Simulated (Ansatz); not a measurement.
# MoN3H4F (SMILES [NH]=[Mo](=[NH])([NH2])[F]) at 6 levels

Wanted: a comparison of 6 runs (HF/STO-3G, HF/3-21G, HF/def2-SVP, BLYP/def2-SVP, PBE0/def2-SVP, SVWN5/def2-SVP) of MoN3H4F. 

The results are computed with Ansatz 0.2.0.

8 further runs of the same task are left out: 4 for a known fault of the program, 4 set aside as unsound or not needed.

**1. The system as given**

MoN3H4F: 9 atoms, total charge 0, spin state singlet. As SMILES, `[NH]=[Mo](=[NH])([NH2])[F]`. Geometry: relaxed at PBE0-D4/def2-TZVP. This is one conformer, not always the lowest.

Bond lengths: N1–Mo2 1.724 Å, Mo2–N3 1.724 Å, Mo2–N4 1.929 Å, Mo2–F5 1.871 Å, N1–H6 1.011 Å, N3–H7 1.011 Å, N4–H8 1.008 Å, N4–H9 1.008 Å. Some angles: N1–Mo2–N3 111.9°, N1–Mo2–N4 106.7°, N1–Mo2–F5 109.5°, N3–Mo2–N4 106.7°, N3–Mo2–F5 109.5°, N4–Mo2–F5 112.5°, Mo2–N1–H6 154.9°, Mo2–N3–H7 154.9°, Mo2–N4–H8 122.8°, Mo2–N4–H9 122.8°.

**2. Energy and forces at HF/STO-3G (run 1)**

Contents of in.yaml:

```yaml
crystal:
  periodic: [false, false, false]
  atoms:
    - {symbol: "N", position_ang: [-0.521400, 1.638700, -0.001800]}
    - {symbol: Mo, position_ang: [-0.020200, 0.071300, -0.515700]}
    - {symbol: N, position_ang: [1.687400, -0.131800, -0.392600]}
    - {symbol: "N", position_ang: [-0.817400, -1.193800, 0.703500]}
    - {symbol: F, position_ang: [-0.556800, -0.206700, -2.286900]}
    - {symbol: H, position_ang: [-0.378300, 2.579600, 0.338000]}
    - {symbol: H, position_ang: [2.632300, 0.166800, -0.194700]}
    - {symbol: H, position_ang: [-0.324600, -2.001600, 1.052100]}
    - {symbol: H, position_ang: [-1.612600, -0.968900, 1.281300]}
basis:
  gaussian:
    orbitals: STO-3G
hamiltonian:
  xc: hf
accuracy: high
output: {forces: true, orbitals: {seedname: orbitals}}
```

Started as:

```sh
$ ansatz run in.yaml --threads 1 --pin off --max-ram 2610MiB --events-out events.jsonl --progress --plain --runs-dir runs
```

The log of the run:

```text
Warning: RAYON_NUM_THREADS=1 ignored (pool sized by the plan → 1); use --threads N
Functional definition: HF
  name "HF"
  exchange = exact_x
  correlation = 0
1126 factors; integrals over basis functions are off by at most 4.2e-9 eV
mean field evaluation 1: about -114214.0816 eV, gradient 5.6e1 eV
mean field evaluation 2: about -114214.2258 eV, gradient 5.6e1 eV
mean field evaluation 4: about -114222.7615 eV, gradient 4.1e0 eV
mean field evaluation 8: about -114222.8319 eV, gradient 2.0e-1 eV
mean field evaluation 16: about -114202.6972 eV, gradient 1.8e1 eV
mean field -114222.83238133 eV, -4197.6116669973 hartree, gradient 2.3e-8 eV, S^2 0.000000; 0 other end points of the search recorded, 0 dependent functions left out
the calculation of the forces begins
reference -114222.83238133 eV, -4197.6116669973 hartree; 38, 38 occupied and 13, 13 virtual orbitals, 1126 factors
Total energy: -114222.83238133 eV, -4197.6116669973 hartree
Atom 0 at    -0.521400     1.638700    -0.001800 Å, force     1.231810    -5.156248    -2.088538 eV/Å
Atom 1 at    -0.020200     0.071300    -0.515700 Å, force     1.636098     2.042786    -0.048451 eV/Å
Atom 2 at     1.687400    -0.131800    -0.392600 Å, force    -5.624077     0.338328    -0.881523 eV/Å
Atom 3 at    -0.817400    -1.193800     0.703500 Å, force     0.729982     1.356411    -2.007881 eV/Å
Atom 4 at    -0.556800    -0.206700    -2.286900 Å, force     0.991515     0.523577     3.222879 eV/Å
Atom 5 at    -0.378300     2.579600     0.338000 Å, force     0.141746     1.169626     0.485130 eV/Å
Atom 6 at     2.632300     0.166800    -0.194700 Å, force     1.197411     0.326005     0.299913 eV/Å
Atom 7 at    -0.324600    -2.001600     1.052100 Å, force     0.175678    -0.561190     0.450098 eV/Å
Atom 8 at    -1.612600    -0.968900     1.281300 Å, force    -0.480163    -0.039296     0.568374 eV/Å
Dipole moment:     0.138908     0.085138     0.400171 e Å
```

Wall time 3.3 s (1 thread of Arm Neoverse V2, shared host); peak memory 0.3 GiB.

**3. Energy and gradient at HF/3-21G (run 2)**

Contents of run.yaml:

```yaml
basis:
  gaussian:
    orbitals: 3-21G-spherical.json
crystal:
  periodic: [false, false, false]
  atoms:
    - {symbol: N, position_ang: [-0.521400, 1.638700, -0.001800]}
    - {symbol: Mo, position_ang: [-0.020200, 0.071300, -0.515700]}
    - {symbol: "N", position_ang: [1.687400, -0.131800, -0.392600]}
    - {symbol: N, position_ang: [-0.817400, -1.193800, 0.703500]}
    - {symbol: F, position_ang: [-0.556800, -0.206700, -2.286900]}
    - {symbol: H, position_ang: [-0.378300, 2.579600, 0.338000]}
    - {symbol: H, position_ang: [2.632300, 0.166800, -0.194700]}
    - {symbol: H, position_ang: [-0.324600, -2.001600, 1.052100]}
    - {symbol: H, position_ang: [-1.612600, -0.968900, 1.281300]}
output:
  forces: true
  orbitals: {seedname: orbitals}
hamiltonian:
  xc: hf
accuracy: high
```

The basis set 3-21G is read from a file made from the Basis Set Exchange's data (not shown).

Started as:

```sh
$ ansatz run run.yaml --threads 1 --pin off --max-ram 2610MiB --events-out events.jsonl --progress --plain --runs-dir runs
```

The log of the run, shortened:

```text
Warning: RAYON_NUM_THREADS=1 ignored (pool sized by the plan → 1); use --threads N
Functional definition: HF
  name "HF"
[...]
1882 factors; integrals over basis functions are off by at most 9.2e-9 eV
[...]
mean field -114837.42100363 eV, -4220.1973822839 hartree, gradient 2.2e-8 eV, S^2 0.000000; 0 other end points of the search recorded, 0 dependent functions left out
[...]
reference -114837.42100363 eV, -4220.1973822839 hartree; 38, 38 occupied and 42, 42 virtual orbitals, 1882 factors
Total energy: -114837.42100363 eV, -4220.1973822839 hartree
Atom 0 at    -0.521400     1.638700    -0.001800 Å, force     0.354747     0.197601     0.014274 eV/Å
Atom 1 at    -0.020200     0.071300    -0.515700 Å, force     0.077703     0.079083     0.040255 eV/Å
Atom 2 at     1.687400    -0.131800    -0.392600 Å, force     0.118647     0.386380     0.050033 eV/Å
Atom 3 at    -0.817400    -1.193800     0.703500 Å, force    -0.099208    -0.226945     0.470493 eV/Å
Atom 4 at    -0.556800    -0.206700    -2.286900 Å, force    -0.020696    -0.019669    -0.032176 eV/Å
Atom 5 at    -0.378300     2.579600     0.338000 Å, force    -0.162452    -0.282382    -0.102086 eV/Å
Atom 6 at     2.632300     0.166800    -0.194700 Å, force    -0.258139    -0.204207    -0.083669 eV/Å
Atom 7 at    -0.324600    -2.001600     1.052100 Å, force    -0.085429     0.101182    -0.164738 eV/Å
Atom 8 at    -1.612600    -0.968900     1.281300 Å, force     0.074827    -0.031042    -0.192385 eV/Å
Dipole moment:     0.315929     0.211482     0.827645 e Å
```

Run time: 4.8 s. Hardware: 1 thread of Arm Neoverse V2, shared host; peak memory 0.3 GiB.

Runs 3 to 5 aren't shown in full; the table further down has their settings and results.

**4. Energy and forces at SVWN5/def2-SVP (core potential) (run 6)**

run.yaml, as its differences from that of step 3:

```diff
@@ -1,4 +1 @@
-basis:
-  gaussian:
-    orbitals: 3-21G-spherical.json
 crystal:
@@ -6,3 +3,3 @@
   atoms:
-    - {symbol: N, position_ang: [-0.521400, 1.638700, -0.001800]}
+    - {symbol: "N", position_ang: [-0.521400, 1.638700, -0.001800]}
     - {symbol: Mo, position_ang: [-0.020200, 0.071300, -0.515700]}
@@ -15,7 +12,8 @@
     - {symbol: H, position_ang: [-1.612600, -0.968900, 1.281300]}
-output:
-  forces: true
-  orbitals: {seedname: orbitals}
+basis:
+  gaussian:
+    orbitals: def2-SVP
+output: {forces: true, orbitals: {seedname: orbitals}}
 hamiltonian:
-  xc: hf
+  xc: {name: SVWN5}
 accuracy: high
```

Started as:

```sh
$ ansatz run run.yaml --threads 1 --pin off --max-ram 2610MiB --events-out events.jsonl --progress --plain --runs-dir runs
```

The log of the run, shortened:

```text
Warning: RAYON_NUM_THREADS=1 ignored (pool sized by the plan → 1); use --threads N
Functional definition: SVWN5
  name "SVWN5"
[...]
2482 factors; integrals over basis functions are off by at most 3.3e-9 eV
[...]
mean field -9049.13703125 eV, -332.5496521732 hartree, gradient 2.7e-8 eV, S^2 0.000000; 0 other end points of the search recorded, 0 dependent functions left out
[...]
reference -9049.13703717 eV, -332.5496523905 hartree; 24, 24 occupied and 83, 83 virtual orbitals, 2482 factors
Total energy: -9049.13703717 eV, -332.5496523905 hartree
Atom 0 at    -0.521400     1.638700    -0.001800 Å, force    -0.114777    -0.315522    -0.065502 eV/Å
Atom 1 at    -0.020200     0.071300    -0.515700 Å, force    -0.616117    -0.664784    -0.504661 eV/Å
Atom 2 at     1.687400    -0.131800    -0.392600 Å, force    -0.297596    -0.170513    -0.037885 eV/Å
Atom 3 at    -0.817400    -1.193800     0.703500 Å, force     0.376566     0.639632    -0.766549 eV/Å
Atom 4 at    -0.556800    -0.206700    -2.286900 Å, force     0.114533     0.070968     0.322251 eV/Å
Atom 5 at    -0.378300     2.579600     0.338000 Å, force     0.037712     0.750092     0.248975 eV/Å
Atom 6 at     2.632300     0.166800    -0.194700 Å, force     0.765453     0.168656     0.121283 eV/Å
Atom 7 at    -0.324600    -2.001600     1.052100 Å, force     0.391736    -0.658252     0.247248 eV/Å
Atom 8 at    -1.612600    -0.968900     1.281300 Å, force    -0.657508     0.179722     0.434839 eV/Å
Dipole moment:     0.156595     0.044422     0.683639 e Å
```

Run time: 9.9 s. Hardware: 1 thread of Arm Neoverse V2, shared host; peak memory 0.33 GiB.

**5. Overview of the runs**

```
run                            level  core potential   energy (Eh)  dipole moment (D)  HOMO energy (eV)  LUMO energy (eV)  wall time
  1                        HF/STO-3G            none  -4197.611667               2.08             -7.61              6.30      3.3 s
  2                         HF/3-21G            none  -4220.197382               4.37            -10.32              1.83      4.8 s
  3     HF/def2-SVP (core potential)        def2-SVP   -332.431891               3.76            -10.74              2.27      7.5 s
  4   BLYP/def2-SVP (core potential)        def2-SVP   -334.547527               3.25             -6.03             -1.67       14 s
  5   PBE0/def2-SVP (core potential)        def2-SVP   -334.300072               3.46             -7.58             -1.09       17 s
  6  SVWN5/def2-SVP (core potential)        def2-SVP   -332.549652               3.38             -6.38             -1.94      9.9 s
```

**6. Summary of results**

| quantity | value |
| --- | --- |
| run 6: total energy | -332.54965 Eh |
| run 6: dipole moment | 3.38 D |
| run 6: HOMO energy | -6.38 eV |
| run 6: LUMO energy | -1.94 eV |
| run 6: HOMO–LUMO gap | 4.45 eV |
| run 6: largest force on an atom | 1.067 eV/Å |

In words: The dipole moment (its size) runs from 2.08 D (HF/STO-3G) to 4.37 D (HF/3-21G). The HOMO–LUMO gap runs from 4.37 eV (BLYP/def2-SVP) to 13.91 eV (HF/STO-3G). The two ends differ in method and basis and core potential. Totals of different functionals can't be ranked against each other. Some runs of one species differ in core potentials or relativity; totals across that change don't compare. In run 1 the basis is minimal, so the values are rough. In runs 1, 2 relativity is left out where basis or elements ask for it. All runs together took 56 s, the longest 17 s.
